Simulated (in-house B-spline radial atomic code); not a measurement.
# Nb³⁸⁺: RPA and G0W0 on different mean-field starts

Aim: see how far the highest quasi-particle level and the RPA correlation energy of Nb³⁸⁺ depend on the orbitals that they are built on.

Method: RPA, second order, AC-SOSEX and G0W0 (contour deformation) on a scalar-relativistic mean field, all electrons; no spin-orbit coupling, Breit or QED terms, no two-electron picture change. Code: an in-house B-spline radial atomic code, version 1.

### Step 1. Starting point

```
element               : niobium (Z = 41)
charge                : +38
electrons             : 3
configuration         : [He] 2s1
next ion, run as well : 1s2
Hamiltonian           : scalar-relativistic (spin-free one-electron X2C), finite nucleus
starts                : Hartree-Fock, PBE, B3LYP, PBEsol
```

The outer shells:

Nb38+
```
[He] core
2s [↑ ]
```

### Step 2. Hartree-Fock start

Settings, as recorded:

```ini
Z = 41
electrons = 3.0
configuration = [He] 2s1
hamiltonian = x2c
method = hf
lmax = 9
rms_radius = 4.324
spin_polarised = True
box_radius = 2.56
intervals = 62
```

Run with:

```console
python run_gw.py task.json out
```

The settings of every run stand in task.json; they run in order.

Further steps of the session: PBE start; B3LYP start; PBEsol start.

**Question.** What will these runs give? Wanted: highest level, mean field; highest level, G0W0; RPA correlation energy; RPA+SOSEX.

**Answer**, as computed:

```
                                          quantity                                                          value
   highest level, mean field (range over the runs)                                          -5429.4 to -5364.6 eV
         highest level, G0W0 (range over the runs)                                          -5436.3 to -5434.4 eV
                            RPA correlation energy                                     -0.2808 to -0.2139 hartree
                                         RPA+SOSEX                                     -0.0610 to -0.0603 hartree
tabulated theoretical ionisation energy (2s shell)  5426.1 eV (NIST Atomic Spectra Database, ionization energies)
               G0W0 removal energy less that value                                              +8.33 to +10.3 eV
```

**Reading.** The starts spread the highest level over 64.8 eV; after G0W0 1.9 eV remain, 3.0 % of that. Semilocal starts leave the level too high; G0W0 lowers it by 69 to 72 eV. The RPA energy is largest in size on PBE and smallest on Hartree-Fock, 24 % apart; over the runs it loosely follows the gap of the start, as smaller excitation energies give more correlation. All runs miss the tabulated theoretical ionisation energy, 5426.1 eV, by about +10.0 eV (+0.18 %), far more than they differ among themselves. QED terms are left out, and with more than one electron Breit and picture-change terms too; in so highly charged an ion they add to the miss. Read as a removal energy, the bare PBE level is off by -58.3 eV (-1.1 %) and the nearest bare level, Hartree-Fock's, by +3.36 eV. As differences of total energies the mean miss over the starts is 4.8 eV for mean field, 7.4 eV for RPA, 3.5 eV for RPA+SOSEX.
